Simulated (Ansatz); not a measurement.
**C₃H₇BO₂: up Jacob's ladder to CCSD(T)**

The task here is to estimate one member of a computed series from the others.

Method: functionals in def2-TZVPP, the program's frozen cores in correlated methods; program: Ansatz 0.2.0, Gaussian basis.

Plan: PBE-D4, r2SCAN-D4, PBE0-D4, B3LYP-D4, ωB97X-V, ωB97M-V, B2PLYP; CCSD(T)/def2-TZVPP; MP2/def2-QZVPP; extrapolation to the limit.

### The relaxed structure

The geometry comes from an earlier relaxation with PBE0-D4 in a triple-zeta def2 set; it is a stationary point, not always the lowest conformer.

SMILES `CB(C)OC=O`, 13 atoms, charge 0, spin multiplicity 1.

Atoms are counted from 1 here; the program's logs count them from 0.

Bond lengths: C1–B2 1.562 Å, C1–H7 1.098 Å, C1–H8 1.091 Å, C1–H9 1.094 Å, B2–C3 1.561 Å, B2–O4 1.397 Å, C3–H10 1.097 Å, C3–H11 1.092 Å, C3–H12 1.092 Å, O4–C5 1.343 Å, C5–O6 1.191 Å, C5–H13 1.100 Å. Angles: B2–C1–H7 108.7°, B2–C1–H8 113.9°, B2–C1–H9 111.2°, H7–C1–H8 107.8°, H7–C1–H9 105.4°, H8–C1–H9 109.4°, C1–B2–C3 123.1°, C1–B2–O4 114.8°, C3–B2–O4 122.1°, B2–C3–H10 108.2°, B2–C3–H11 111.7°, B2–C3–H12 114.2°, H10–C3–H11 107.2°, H10–C3–H12 105.5°, H11–C3–H12 109.6°, B2–O4–C5 126.2°, O4–C5–O6 126.0°, O4–C5–H13 109.9° and more.

Coordinates:

```xyz
13

C    -0.3891   -1.8204   -0.0162
B    -0.0612   -0.2939   -0.0469
C     1.3886    0.2683    0.0886
O    -1.1638    0.5385   -0.2570
C    -1.1951    1.8707   -0.0888
O    -0.4964    2.5001    0.6426
H    -0.0504   -2.2714   -0.9580
H    -1.4511   -2.0427    0.0978
H     0.1753   -2.3307    0.7699
H     1.5558    0.5356    1.1393
H     2.1384   -0.4799   -0.1771
H     1.5678    1.1838   -0.4783
H    -1.9983    2.3070   -0.7011
```

Set-up of the first run:

Contents of in.yaml:

```yaml
crystal:
  periodic: [false, false, false]
  atoms:
    - {symbol: C, position_ang: [-0.389139, -1.820376, -0.016247]}
    - {symbol: B, position_ang: [-0.061159, -0.293861, -0.046893]}
    - {symbol: C, position_ang: [1.388626, 0.268285, 0.088583]}
    - {symbol: O, position_ang: [-1.163783, 0.538550, -0.256987]}
    - {symbol: C, position_ang: [-1.195055, 1.870717, -0.088797]}
    - {symbol: O, position_ang: [-0.496434, 2.500140, 0.642612]}
    - {symbol: H, position_ang: [-0.050427, -2.271404, -0.957973]}
    - {symbol: H, position_ang: [-1.451057, -2.042671, 0.097839]}
    - {symbol: H, position_ang: [0.175315, -2.330693, 0.769904]}
    - {symbol: H, position_ang: [1.555846, 0.535585, 1.139252]}
    - {symbol: H, position_ang: [2.138383, -0.479898, -0.177136]}
    - {symbol: H, position_ang: [1.567752, 1.183837, -0.478282]}
    - {symbol: H, position_ang: [-1.998269, 2.306990, -0.701074]}
basis:
  gaussian: {orbitals: def2-TZVPP}
hamiltonian: {xc: pbe, dispersion: d4}
output: {forces: true, orbitals: {seedname: orbitals}}
```

Started as:

```sh
ansatz run in.yaml --threads 4 --pin off --events-out ev --progress --plain --max-ram 10444MiB
```

Steps of the session up to this table: PBE-D4 (GGA); r2SCAN-D4 (meta-GGA); PBE0-D4 (hybrid); B3LYP-D4 (hybrid); ωB97X-V (range-separated); ωB97M-V (range-separated); B2PLYP (double hybrid); CCSD(T) in def2-TZVPP; MP2 in def2-QZVPP.

One of the session's tables, all rows but one given; the rest of the session is left out.

| method | atoms, summed (eV) | atomisation energy (kJ/mol) |
| --- | --- | --- |
| PBE-D4 | -7932.518 | 5633.7 |
| r2SCAN-D4 | -7938.983 | 5521.0 |
| PBE0-D4 | -7934.265 | 5516.1 |
| B3LYP-D4 | -7944.364 | 5491.1 |
| ωB97X-V | -7941.204 | 5490.8 |
| ωB97M-V | -7940.334 | 5507.1 |
| B2PLYP | -7937.851 | 5443.5 |
| HF/def2-TZVPP | -7911.430 | 4048.8 |
| MP2/def2-TZVPP | ? | ? |
| CCSD/def2-TZVPP | -7928.855 | 5260.6 |
| CCSD(T)/def2-TZVPP | -7929.212 | 5344.5 |
| MP2/CBS | -7928.431 | 5592.2 |
| CCSD(T)/CBS | -7931.922 | 5470.2 |

Q: Estimate the row for MP2/def2-TZVPP from the others.

**Answer.** atoms, summed (eV): -7925.720; atomisation energy (kJ/mol): 5466.5. In the column «atoms, summed (eV)» it lies between MP2/CBS (-7928.431) and HF/def2-TZVPP (-7911.430).

To keep in mind: Free atoms (3 C, 1 B, 2 O, 7 H) were run apart at each level; the atomisation energy is their sum less the molecule, without zero-point or spin-orbit terms.
